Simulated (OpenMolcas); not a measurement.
**Fe²⁺ among point charges: CASSCF levels and susceptibility**

How does a field of 6 point charges split the states of Fe²⁺, and what χT follows?

The numbers are computed with OpenMolcas 26.06 (state-averaged CASSCF, spin-orbit coupling by RASSI with atomic mean-field integrals), except any that are marked as measured or tabulated.

1 further run of the same task is left out (it didn't finish).

### Step 1. The system

```
Species                           : Fe²⁺ (iron, Z = 26, 24 electrons)
Basis                             : ANO-RCC-VDZP [5s4p2d1f], 34 functions
Scalar Hamiltonian                : DKH2, point nucleus
Inactive shells                   : 1s 2s 2p 3s 3p
Active space                      : 6 electrons in 5 orbitals (3d)
Some configurations of this space : 3d6
Orbitals                          : optimised for each spin and parity, averaged over all roots
```

Outer shells as boxes (Hund's rule):

3d6
```
3d [↑↓][↑ ][↑ ][↑ ][↑ ]
```

The ion sits among 6 point charges of -2.2 e arranged as a tetragonal octahedron (D4h), 1.78 Å from the ion, with the axial distance 1.709 Å. The active orbitals were held to one l.

The work runs as a chain of OpenMolcas steps in one folder; each step below is one input file. Labels, J, g values, rates, χT and fits are worked out afterwards by a script from the matrices that RASSI stores. The input lists half of the charges; inversion (Group=XYZ) makes the rest.

### Step 2. One- and two-electron integrals

a.inp reads:

```
&GATEWAY
Coord
1

Fe 0.0 0.0 0.0
Basis=ANO-RCC-VDZP
Group=XYZ
NoMove
AngMom=0.0 0.0 0.0
AMFI
XField
3 Angstrom 0
1.780000 0.000000 0.000000 -2.200000
0.000000 1.780000 0.000000 -2.200000
0.000000 0.000000 1.708800 -2.200000
&SEWARD
```

Run with:

```bash
$ OMP_NUM_THREADS=1 MOLCAS_MEM=1689 MOLCAS_PROJECT=a pymolcas a.inp > a.log
```

### Step 3. CASSCF: quintets of even parity, 5 roots

a.inp reads:

```
&RASSCF
FileOrb=start.orb
Symmetry=1
Spin=5
nActEl=6 0 0
Inactive=3 6
Ras2=5 0
CIRoot=5 5 1
SDav=5
CIMx=300
Iter=120 100
PrWF=0.3
OrbListing=Nothing
MaxOrb=0
SupSym
1
10 4 5 6 7 8 11 12 13 14 15
0
>>> COPY $Project.JobIph JOB001
```

start.orb holds the contracted functions of the basis, ordered by shell, or the orbitals of the step before.

### Step 4. Reference wave functions, triplets of even parity, 45 roots

a.inp reads:

```
&RASSCF
FileOrb=start.orb
Symmetry=1
Spin=3
nActEl=6 0 0
Inactive=3 6
Ras2=5 0
CIRoot=45 45 1
SDav=45
CIMx=300
Iter=120 100
PrWF=0.3
OrbListing=Nothing
MaxOrb=0
SupSym
1
10 4 5 6 7 8 11 12 13 14 15
0
>>> COPY $Project.JobIph JOB002
```

### Step 5. Reference wave functions, singlets of even parity, 50 roots

a.inp reads:

```
&RASSCF
FileOrb=start.orb
Symmetry=1
Spin=1
nActEl=6 0 0
Inactive=3 6
Ras2=5 0
CIRoot=50 50 1
SDav=50
CIMx=300
Iter=120 100
PrWF=0.3
OrbListing=Nothing
MaxOrb=0
SupSym
1
10 4 5 6 7 8 11 12 13 14 15
0
>>> COPY $Project.JobIph JOB003
```

### Step 6. State interaction with spin-orbit coupling

a.inp reads:

```
&RASSI
NrOfJobIphs=3 5 45 50
1 2 3 4 5
1 2 3 4 5 6 7 8 9 10 11 12 13 14 15 16 17 18 19 20 21 22 23 24 25 26 27
28 29 30 31 32 33 34 35 36 37 38 39 40 41 42 43 44 45
1 2 3 4 5 6 7 8 9 10 11 12 13 14 15 16 17 18 19 20 21 22 23 24 25 26 27
28 29 30 31 32 33 34 35 36 37 38 39 40 41 42 43 44 45 46 47 48 49 50
IphNames
JOB001
JOB002
JOB003
EJob
SpinOrbit
DIPRint=1.0
SOCoupling=1000.0
Subsets=2
Property=9
'ANGMOM' 1 'ANGMOM' 2 'ANGMOM' 3 'MLTPL  1' 1 'MLTPL  1' 2 'MLTPL  1' 3
'AMFI' 1 'AMFI' 2 'AMFI' 3
SOProperty=3
'ANGMOM' 1 'ANGMOM' 2 'ANGMOM' 3
```

Before running it: what results should come out? Wanted: spin-free ground state; first state of the same spin within the active space; lowest level; next level.

As calculated:

```
                                            quantity                            value
                                              method                           CASSCF
                              spin-free ground state  5B2, 1-fold in its orbital part
first state of the same spin within the active space                  5E at 1630 cm⁻¹
                                        lowest level   2-fold E, g = 0.00, 0.00, 4.14
                                          next level                         0.1 cm⁻¹
                                         χT at 300 K                   3.38 cm³ K/mol
                           effective moment at 300 K                          5.20 μB
```

The spin-free ground state (5B2) comes to 100 % from free-ion D terms and keeps the highest spin of the shell. χT at 300 K is 3.38, against 3.01 cm³ K/mol for the spin alone, so orbital moment adds to it. An active space of the d shell alone favours high spin; real ions in strong fields can be low spin. The field of point charges can differ much from that of real complexes. With metal d orbitals alone active, the gaps between spin states are rough; where two lie within a few thousand cm-1, their order is open. This is an electrostatic model: the charges have no orbitals.
